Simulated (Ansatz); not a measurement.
From input file to script: CH₄F₂GeO, SMILES FC(F)[O][GeH3] in Ansatz 0.2.0.

```yaml
crystal:
  periodic: [false, false, false]
  atoms:
    - { symbol: F, position_ang: [2.3885, -1.163, -0.152] }
    - { symbol: C, position_ang: [1.2561, -0.2972, 0.0862] }
    - { symbol: F, position_ang: [1.2332, 0.0394, 1.418] }
    - { symbol: O, position_ang: [0.1552, -0.9761, -0.2442] }
    - { symbol: Ge, position_ang: [-1.295, 0.1658, -0.1848] }
    - { symbol: H, position_ang: [1.3854, 0.6379, -0.5339] }
    - { symbol: H, position_ang: [-2.5802, -0.5634, -0.5382] }
    - { symbol: H, position_ang: [-1.0264, 1.3486, -1.1779] }
    - { symbol: H, position_ang: [-1.4284, 0.7616, 1.3099] }
basis:
  gaussian: { orbitals: "6-31G*" }
correlation:
  method: mp2
```

The program run on that file:
```console
$ ansatz run input.yaml --threads 1 --pin off --max-ram 4096MiB --backend cpu --events-out ev --progress --plain --runs-dir out
Engine: ansatz 0.2.0, aarch64-unknown-linux-gnu
Functional definition: HF
  exchange = exact_x
  correlation = 0
963 factors; integrals over basis functions are off by at most 1.2e-3 eV
mean field evaluation 1: about -65004.1193 eV, gradient 4.4e1 eV
mean field evaluation 2: about -65004.1685 eV, gradient 4.4e1 eV
mean field evaluation 4: about -65007.9925 eV, gradient 3.2e0 eV
mean field evaluation 8: about -65008.0358 eV, gradient 3.5e-1 eV
mean field -65008.03622308 eV, -2389.0012671688 hartree, gradient 7.8e-7 eV, S^2 0.000000; 0 other end points of the search recorded, 0 dependent functions left out
13 core orbitals not correlated: weight in the atoms' cores, before any rotation towards them, 1.000 or more for the frozen orbitals, at most 0.000 for the correlated occupied ones
reference -65008.03622308 eV, -2389.0012671688 hartree; 21, 21 occupied and 69, 69 virtual orbitals, 963 factors
second order -24.70486841 eV of doubles, -0.00000000 eV of singles
Total energy: -65032.74109150 eV, -2389.9091543374 hartree
```

`ch4f2geo_energy.py`
```python
# -*- coding: utf-8 -*-
import ansatz as az

BASIS_SET = '6-31G*'
LEVEL = 'mp2'

GEOMETRY = '''
F     2.38850   -1.16300   -0.15200
C     1.25610   -0.29720    0.08620
F     1.23320    0.03940    1.41800
O     0.15520   -0.97610   -0.24420
Ge   -1.29500    0.16580   -0.18480
H     1.38540    0.63790   -0.53390
H    -2.58020   -0.56340   -0.53820
H    -1.02640    1.34860   -1.17790
H    -1.42840    0.76160    1.30990
'''


def main():
    mol = az.Crystal.molecule()
    for line in GEOMETRY.strip().splitlines():
        symbol, *xyz = line.split()
        mol = mol.atom(symbol, [float(v) for v in xyz])

    calculation = mol.calculation().basis(gaussian=BASIS_SET).correlation(LEVEL)
    summary = calculation.session().plan(threads=1).execute().report

    for key in ('converged', 'free_energy_ev', 'reference_energy_ev', 'n_frozen', 'n_occupied', 'n_virtual'):
        print(f'{key:22s} {summary[key]}')

    parts = summary['correlation']
    for name in ('random_phase', 'coupled_cluster', 'perturbative'):
        if name in parts:
            print(f'{name:16s} {parts[name]["energy"]["hartree"]:12.7f} Ha')
    if 'second_order' in parts:
        pair = parts['second_order']
        print(f'MP2 same spin {pair["same_spin"]["hartree"]:.7f} Ha, opposite spin {pair["opposite_spin"]["hartree"]:.7f} Ha')

    field = summary['mean_field']
    print('<S^2> =', round(abs(field['state']['spin_squared']), 4), ' all-electron relativity setting:', field['relativity'])
    print('passes:', field['passes'])
    if 'symmetry' in field:
        print('occupied orbitals by irrep:', field['symmetry']['occupied'])


if __name__ == '__main__':
    main()
```

Output of `python ch4f2geo_energy.py`:
```text
converged              True
free_energy_ev         -65032.74109149635
reference_energy_ev    -65008.036223084804
n_frozen               13
n_occupied             [21, 21]
n_virtual              [69, 69]
MP2 same spin -0.2592090 Ha, opposite spin -0.6486781 Ha
<S^2> = 0.0  all-electron relativity setting: none
passes: {'evaluations': 13, 'products': 38}
occupied orbitals by irrep: [{'A': 34}, {'A': 34}]
```

Reading the output:
- Total energies depend on the basis set; only differences at equal settings carry meaning.
- The geometry is a force-field or estimated start, not a minimum of this method, and the basis set is short of its limit.
- S² is that of the Hartree-Fock reference.
- Hardware and time: 2.9 s on 1 thread of Arm Neoverse V1 (shared host), peak memory 0.25 GiB.

(Lines on the test bed's own set-up are left out of the output.)
